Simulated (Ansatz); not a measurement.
Task: an active-space calculation of AsBFH₃, SMILES FB[AsH2], with Ansatz 0.2.0, Python API. Give the script and its output. Settings: SC-NEVPT2, def2-SVP basis, multiplicity 1.

```yaml
atoms:
  - { symbol: F, position_ang: [-2.0256, -0.1204, -0.7422] }
  - { symbol: B, position_ang: [-0.7696, -0.3919, -0.2294] }
  - { symbol: As, position_ang: [0.5655, 1.0993, 0.0500] }
  - { symbol: H, position_ang: [-0.4122, -1.4959, 0.0283] }
  - { symbol: H, position_ang: [1.7327, 0.2617, -0.6436] }
  - { symbol: H, position_ang: [0.9513, 0.5832, 1.4906] }
```

`cas_asbfh3.py`:
```python
'''Active-space calculation on AsBFH3.'''

import warnings

import ansatz as az

GEOMETRY = '''
F    -2.02560   -0.12040   -0.74220
B    -0.76960   -0.39190   -0.22940
As    0.56550    1.09930    0.05000
H    -0.41220   -1.49590    0.02830
H     1.73270    0.26170   -0.64360
H     0.95130    0.58320    1.49060
'''

warnings.simplefilter('ignore', az.DeckWarning)

system = az.Crystal.molecule()
for line in GEOMETRY.strip().splitlines():
    symbol, *xyz = line.split()
    system = system.atom(symbol, [float(v) for v in xyz])

model = (
    system.calculation()
    .basis(gaussian='def2-SVP')
    .correlation(active_electrons=4, active_orbitals=5)
)
for method in ['sc_nevpt2']:
    report = (model if method is None else model.correlation(method)).run(threads=1, pin='off').report
    space = report['configurations']
    state = space['states'][0]
    print(method or 'casscf', f'total {report["free_energy_ev"] / 27.211386246:.6f} Ha, active-space state {state["energy"]["hartree"]:.6f} Ha, mean field {report["reference_energy_ev"] / 27.211386246:.6f} Ha')
    print('  determinants', state['n_determinants'], ' natural occupations', [round(n, 3) for n in space['natural_occupations']])
print('effectively unpaired electrons, sum of min(n, 2 - n):', round(sum(min(n, 2 - n) for n in space['natural_occupations']), 3))
```

```console
$ python cas_asbfh3.py
sc_nevpt2 total -2360.226762 Ha, active-space state -2359.754279 Ha, mean field -2359.714609 Ha
  determinants 100  natural occupations [1.966, 1.962, 0.037, 0.03, 0.005]
effectively unpaired electrons, sum of min(n, 2 - n): 0.144
```

Caveats:
- Total energies depend on the basis set; only differences at equal settings carry meaning.
- The geometry is a force-field or estimated start, not a minimum of this method, and the basis set is short of its limit. The active space starts as a window about the frontier orbitals and is then optimised, not chosen by chemistry.
- It ran for 8.3 s on 1 thread of Arm Neoverse V1, on a shared host, peak memory 0.21 GiB.
